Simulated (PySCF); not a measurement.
# H4NiO4 (Ni(OH)4): the cost of one run

Programs: PySCF 2.14.0, with routines of our own; each step states its level. All values are computed. Atoms count from 0.

## 1. The system as given

9 atoms, charge 0, states of the metal's open shell are computed; geometry from: model geometry, bond lengths from ionic radii.

## 2. Ligand-field states: state-averaged CASSCF

What the job is given:

```
{"job": {"kind": "lf", "basis": {"metal": "x2c-TZVPall", "ligand": "x2c-SVPall"}, "nevpt": true}, "charge": 0, "metal": "Ni", "open_shell": "d6"}
Ni     0.000000     0.000000     0.000000
O      0.975722     0.975722     0.975722
H      0.721806     1.853176     1.287491
O     -0.975722    -0.975722     0.975722
H     -0.721806    -1.853176     1.287491
O     -0.975722     0.975722    -0.975722
H     -1.853176     0.721806    -1.287491
O      0.975722    -0.975722    -0.975722
H      1.853176    -0.721806    -1.287491
```

Method: state-averaged CASSCF of the metal d shell, SC-NEVPT2 on the averaged canonical orbitals, state-interaction spin-orbit coupling.

Launch:

```console
$ OMP_NUM_THREADS=1 python lf_run.py task.json out
```

The driver reads the jobs from task.json and runs them one after another.

Q: Estimate the wall time and peak memory of this first job on 1 thread of Intel Xeon Platinum 8559C, shared host.

About 14 s, with a peak of 0.3 GiB.
